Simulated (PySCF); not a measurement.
**InH₄⁻: structure of the singlet**

Where does singlet InH₄⁻ go from a square planar start, is the end point a minimum, and what are its modes, charges and moments?

Computed with PySCF 2.14.0. Level: PBE0, basis In def2-TZVPD with ECP28, H def2-TZVPD, scalar-relativistic core potentials, no spin–orbit coupling, density fitting.

## (1) The system as given

5 atoms, charge -1, spin multiplicity 1.

Bond lengths: In1–H2 1.740 Å, In1–H3 1.740 Å, In1–H4 1.740 Å, In1–H5 1.740 Å. Angles: H2–In1–H3 90.0°, H2–In1–H4 180.0°, H2–In1–H5 90.0°, H3–In1–H4 90.0°, H3–In1–H5 180.0°, H4–In1–H5 90.0°.

Z-matrix (Å, degrees; charge -1 multiplicity 1):
```
In
H  1 1.7400
H  1 1.7400 2 90.00
H  1 1.7400 3 90.00 2 180.00
H  1 1.7400 2 90.00 3 180.00
```

## (2) Relaxing the singlet from the square planar start

The steps below are one call of a driver around PySCF. For each, scf.py gives the equivalent set-up of the SCF; relaxations use the driver's own optimiser. Before each start the driver seeks the lowest SCF state from one or more starting densities and follows internal instabilities, so scf.py alone need not reach the same state.

The program finds D4h symmetry in the start, which this walk keeps.

The input, scf.py:

```python
from pyscf import gto, scf, dft
mol = gto.M(atom='''
In     0.000000    -0.000000    -0.000000
H      1.740000    -0.000000    -0.000000
H      0.000000     1.740000     0.000000
H     -1.740000     0.000000     0.000000
H     -0.000000    -1.740000    -0.000000''',
    basis={'In': 'def2-TZVPD', 'H': 'def2-TZVPD'},
    ecp={'In': 'def2-TZVPD'},
    charge=-1, spin=0)
mf = dft.RKS(mol, xc='PBE0')
mf.grids.atom_grid = (50, 194)
aux = {'In': 'def2-universal-JKFIT', 'H': 'def2-universal-JKFIT'}
mf = mf.density_fit(auxbasis=aux)
mf.kernel()
```

The optimiser's trace:

| step | energy (Eh) | change (kJ/mol) | largest symmetric gradient (Eh/bohr) |
| --- | --- | --- | --- |
| 0 | -192.422944 | 0.00 | 0.02949 |
| 1 | -192.433761 | -28.40 | 0.01366 |
| 2 | -192.437228 | -37.50 | 0.00322 |
| 3 | -192.437461 | -38.11 | 0.00042 |
| 4 | -192.437465 | -38.12 | 0.00001 |

The walk needed 3.8 s of wall time on 4 threads, shared host.

Geometry (Å) and forces (eV/Å) at some steps:

```
step 0
In   0.000   0.000   0.000   0.000   0.000   0.000
H    1.740   0.000   0.000   1.516   0.000   0.000
H    0.000   1.740   0.000   0.000   1.516   0.000
H   -1.740   0.000   0.000  -1.516   0.000   0.000
H    0.000  -1.740   0.000   0.000  -1.516   0.000
step 1
In   0.000   0.000   0.000   0.000   0.000   0.000
H    1.807   0.000   0.000   0.702   0.000   0.000
H    0.000   1.807   0.000   0.000   0.702   0.000
H   -1.807   0.000   0.000  -0.702   0.000   0.000
H    0.000  -1.807   0.000   0.000  -0.702   0.000
step 2
In   0.000   0.000   0.000   0.000   0.000   0.000
H    1.863   0.000   0.000   0.166   0.000   0.000
H    0.000   1.863   0.000   0.000   0.166   0.000
H   -1.863   0.000   0.000  -0.166   0.000   0.000
H    0.000  -1.863   0.000   0.000  -0.166   0.000
step 3
In   0.000   0.000   0.000   0.000   0.000   0.000
H    1.880   0.000   0.000   0.022   0.000   0.000
H    0.000   1.880   0.000   0.000   0.022   0.000
H   -1.880   0.000   0.000  -0.022   0.000   0.000
H    0.000  -1.880   0.000   0.000  -0.022   0.000
step 4
In   0.000   0.000   0.000   0.000   0.000   0.000
H    1.882   0.000   0.000   0.001   0.000   0.000
H    0.000   1.882   0.000   0.000   0.001   0.000
H   -1.882   0.000   0.000  -0.001   0.000   0.000
H    0.000  -1.882   0.000   0.000  -0.001   0.000
```

After 4 steps and 38.1 kJ/mol it ends at D4h: In–H 1.882 Å (×4); H–In–H 90.0° (×4), H–In–H 180.0° (×2).

## (3) Is it a minimum? Harmonic modes

On the finer grid the gradient is checked again; gradients at displacements of ±0.01 bohr then give force constants and infrared intensities.

Edit scf.py of step 2 so:

```diff
@@ -3,5 +3,5 @@
-In     0.000000    -0.000000    -0.000000
-H      1.740000    -0.000000    -0.000000
-H      0.000000     1.740000     0.000000
-H     -1.740000     0.000000     0.000000
-H     -0.000000    -1.740000    -0.000000''',
+In    -0.000000    -0.000000     0.000000
+H      1.882476     0.000000    -0.000000
+H     -0.000000     1.882476     0.000000
+H     -1.882476    -0.000000     0.000000
+H      0.000000    -1.882476    -0.000000''',
@@ -12 +12 @@
-mf.grids.atom_grid = (50, 194)
+mf.grids.atom_grid = (75, 302)
```

This SCF starts from the last density.

SCF at the final geometry:

```text
init E= -192.437473459326
  HOMO = 0.000631769645174529  LUMO = 0.0991916007220777  gap/eV = 2.68195
cycle= 1 E= -192.437473459326  delta_E= 2.84e-14  |g|= 6.89e-06  |ddm|= 2.15e-05
  HOMO = 0.000632316838468761  LUMO = 0.099192316409443  gap/eV = 2.68195
Extra cycle  E= -192.437473459326  delta_E=    0  |g|= 6.97e-06  |ddm|= 2.13e-05
converged SCF energy = -192.437473459326
```

The whole step took 8.2 s.

Geometry: D4h; In–H 1.882 Å (×4); H–In–H 90.0° (×4), H–In–H 180.0° (×2).

Harmonic modes (main isotopes):

```json
{"symmetry": "b2u", "ω (cm⁻¹)": "1157i", "IR (km/mol)": "0.0", "μ (u)": "1.01", "type": "bend"}
{"symmetry": "a2u", "ω (cm⁻¹)": "615", "IR (km/mol)": "502", "μ (u)": "1.04", "type": "bend"}
{"symmetry": "eu", "ω (cm⁻¹)": "708", "IR (km/mol)": "1802", "μ (u)": "1.03", "type": "bend"}
{"symmetry": "b1g", "ω (cm⁻¹)": "853", "IR (km/mol)": "0.0", "μ (u)": "1.01", "type": "stretch"}
{"symmetry": "b2g", "ω (cm⁻¹)": "925", "IR (km/mol)": "0.0", "μ (u)": "1.01", "type": "bend"}
{"symmetry": "eu", "ω (cm⁻¹)": "1298", "IR (km/mol)": "2357", "μ (u)": "1.02", "type": "stretch"}
{"symmetry": "a1g", "ω (cm⁻¹)": "1476", "IR (km/mol)": "0.0", "μ (u)": "1.01", "type": "stretch"}
```

With 1 mode imaginary (up to 1157i cm⁻¹) this point is a saddle.

Properties at this point:

| Item | Value |
| --- | --- |
| Dipole moment about the centre of mass | 0.00 D |
| Highest occupied level | 0.02 eV |
| Lowest empty level | 2.70 eV |
| Rotational constants | 2.36, 2.36, 1.18 cm⁻¹ |
| Zero-point energy (real modes) | 47.1 kJ/mol |
| Principal polarisabilities | 52.3, 91.7, 91.7 bohr³ |
| Principal traceless quadrupole moments about the centre of mass | -9.67, -9.67, 19.34 D Å |

Populations by atom (charges in e):

| atom | Mulliken | Löwdin | polar tensor | Mayer order to In1 |
| --- | --- | --- | --- | --- |
| In1 | -0.39 | -0.12 | 1.35 | – |
| H2,3,4,5 | -0.15 | -0.22 | -0.59 | 0.89 |

Outer orbital energies (eV). occupied: -15.69, -15.69, -15.58, -15.29, -6.41, -2.91, -2.91, 0.02; empty: 2.70, 3.39, 4.38, 4.96.

Mulliken populations on In1 (outside its core potential): s 3.30, p 7.57, d 10.50, f 0.02.

## (4) Downhill along the imaginary mode

The atoms are moved a little along the softest imaginary mode and relaxed again.

The program finds D2d symmetry in the start, which this walk keeps. Threshold on the gradient: 0.0003 Eh/bohr, with a further test on the energy change.

Edit scf.py of step 3 so:

```diff
@@ -3,5 +3,5 @@
-In    -0.000000    -0.000000     0.000000
-H      1.882476     0.000000    -0.000000
-H     -0.000000     1.882476     0.000000
-H     -1.882476    -0.000000     0.000000
-H      0.000000    -1.882476    -0.000000''',
+In     0.000000     0.000000    -0.000000
+H      1.882476    -0.000000     0.120000
+H     -0.000000     1.882476    -0.120000
+H     -1.882476    -0.000000     0.120000
+H      0.000000    -1.882476    -0.120000''',
@@ -12 +12 @@
-mf.grids.atom_grid = (75, 302)
+mf.grids.atom_grid = (50, 194)
```

The optimiser's trace:

| step | energy (Eh) | change (kJ/mol) | largest symmetric gradient (Eh/bohr) |
| --- | --- | --- | --- |
| 0 | -192.442148 | 0.00 | 0.00928 |
| 1 | -192.458587 | -43.16 | 0.01274 |
| 2 | -192.478614 | -95.74 | 0.01427 |
| 3 | -192.500942 | -154.36 | 0.01482 |
| 4 | -192.515777 | -193.31 | 0.00868 |
| 5 | -192.521612 | -208.63 | 0.00172 |
| 6 | -192.522349 | -210.57 | 0.00062 |
| 7 | -192.522359 | -210.59 | 0.00012 |
| 8 | -192.522360 | -210.60 | 0.00000 |

The walk took 7.1 s.

End point (Td, 8 steps, 210.6 kJ/mol gained): In–H 1.785 Å (×4); H–In–H 109.5° (×6).

## (5) Is it a minimum? Harmonic modes

The same treatment as at the point before.

Edit scf.py of step 4 so:

```diff
@@ -3,5 +3,5 @@
-In     0.000000     0.000000    -0.000000
-H      1.882476    -0.000000     0.120000
-H     -0.000000     1.882476    -0.120000
-H     -1.882476    -0.000000     0.120000
-H      0.000000    -1.882476    -0.120000''',
+In     0.000000    -0.000000    -0.000000
+H      1.457639     0.000163     1.031052
+H      0.000210     1.457593    -1.031118
+H     -1.457965     0.000256     1.030591
+H      0.000116    -1.458012    -1.030526''',
@@ -12 +12 @@
-mf.grids.atom_grid = (50, 194)
+mf.grids.atom_grid = (75, 302)
```

SCF at the final geometry:

```text
init E= -192.522366228061
  HOMO = -0.0849163317396916  LUMO = 0.132136905439291  gap/eV = 5.90632
cycle= 1 E= -192.52236622806  delta_E= 3.41e-13  |g|= 5.87e-07  |ddm|= 1.73e-06
  HOMO = -0.0849162519779082  LUMO = 0.132136923620328  gap/eV = 5.90632
Extra cycle  E= -192.52236622806  delta_E= -1.14e-13  |g|= 6.35e-07  |ddm|= 1.85e-06
converged SCF energy = -192.52236622806
```

The whole step took 6.9 s.

Geometry: Td; In–H 1.785 Å (×4); H–In–H 109.5° (×6).

Harmonic modes (main isotopes):

| symmetry | ω (cm⁻¹) | IR (km/mol) | μ (u) | type |
| --- | --- | --- | --- | --- |
| t2 | 606 | 1189 | 1.03 | bend |
| e | 636 | 0.0 | 1.01 | bend |
| t2 | 1561 | 2144 | 1.02 | stretch |
| a1 | 1625 | 0.0 | 1.01 | stretch |

All wavenumbers are real: a minimum.

Properties at this point:

```
Dipole moment about the centre of mass                          : 0.00 D
Highest occupied level                                          : -2.31 eV
Lowest empty level                                              : 3.60 eV
Rotational constants                                            : 1.968, 1.968, 1.968 cm⁻¹
Zero-point energy                                               : 56.2 kJ/mol
Principal polarisabilities                                      : 72.6, 72.6, 72.6 bohr³
Principal traceless quadrupole moments about the centre of mass : 0.00, 0.00, 0.00 D Å
Entropy at 298.15 K and 1 bar                                   : 232.0 J/(mol K)
Heat capacity Cp at 298.15 K                                    : 55.0 J/(mol K)
Enthalpy at 298.15 K above 0 K                                  : 11.93 kJ/mol
Rotational symmetry number                                      : 12
```

Charges (e) and bond orders:

| atom | Mulliken | Löwdin | polar tensor | Mayer order to In1 |
| --- | --- | --- | --- | --- |
| In1 | 0.07 | -0.14 | 0.98 | – |
| H2,3,4,5 | -0.27 | -0.22 | -0.49 | 0.88 |

Outer orbital energies (eV). occupied: -14.87, -14.87, -14.68, -14.68, -6.48, -2.31, -2.31, -2.31; empty: 3.60, 4.78, 4.78, 4.78.

Mulliken populations on In1 (outside its core potential): s 3.15, p 7.70, d 10.07, f 0.02.

## (6) The points found, side by side

| spin | group | bonds | imaginary modes (cm⁻¹) | ΔE (kJ/mol) | with zero-point energy |
| --- | --- | --- | --- | --- | --- |
| singlet | Td | In–H 1.785 Å (×4) | none | 0.0 | 0.0 |
| singlet | D4h | In–H 1.882 Å (×4) | 1157i | 222.9 | – |

## (7) Outcome

```
                            quantity                                    value
                             minimum                              singlet, Td
                            geometry    In–H 1.785 Å (×4); H–In–H 109.5° (×6)
                  wavenumbers (cm⁻¹)  606 (t2), 636 (e), 1561 (t2), 1625 (a1)
      dipole moment (centre of mass)                                   0.00 D
highest occupied, lowest empty level                           -2.31, 3.60 eV
          polar-tensor charge of In1                                  +0.98 e
                   zero-point energy                              56.2 kJ/mol
                 entropy at 298.15 K                          232.0 J/(mol K)
```

**Reading.** The square planar start (D4h) ends in a minimum of Td symmetry, after a stop at a saddle point 222.9 kJ/mol higher, from which it was pushed off along an imaginary mode. The strongest infrared band lies at 1561 cm⁻¹ (t2, stretch). Only this shape and spin were tried, so other structures or states may lie lower.

The search up to here needed 26 s of wall time on 4 threads, shared host.
